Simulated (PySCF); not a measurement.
# H12N4Rh ([Rh(NH3)4]2+): the cost of one run

Computed with PySCF 2.14.0 and routines of our own; the level stands in each step. Atoms count from 0.

## (1) The system as given

17 atoms, charge 2, states of the metal's open shell are computed; geometry from: model start, shaken.

## (2) Relaxing the molecule at PBE0-D3(BJ)/def2-SVP

The job: settings as JSON, then the geometry in Å.

```
{"job": {"xc": "PBE0", "basis": "def2-SVP", "d3": "d3bj", "grid": 1, "maxiter": 45, "solvent": "water", "kind": "geom"}, "charge": 2, "metal": "Rh", "open_shell": "d7"}
Rh     0.000020     0.004480    -0.004110
N      2.036640    -0.006820    -0.014870
H      2.441240     0.962460    -0.007380
H      2.431030    -0.463830     0.821460
H      2.441920    -0.485140    -0.816540
N     -2.039570    -0.020160    -0.006860
H     -2.468860    -0.961700    -0.027630
H     -2.443860     0.452170     0.820170
H     -2.437990     0.468380    -0.853860
N     -0.008080     2.049270     0.001700
H     -0.022950     2.433170     0.927680
H      0.803970     2.456250    -0.483290
H     -0.816590     2.453600    -0.479930
N     -0.001680    -2.048340     0.000960
H     -0.018380    -2.439190    -0.921970
H      0.792900    -2.427450     0.472970
H     -0.825730    -2.410330     0.482610
```

Launch:

```sh
> OMP_NUM_THREADS=1 python lf_run.py task.json out
```

This one command runs all jobs of the session in turn.

**Question.** How long does this first job take on 1 thread of Arm Neoverse V2, shared host, and how much memory does it need?

About 2.7 min, with a peak of 1.4 GiB.
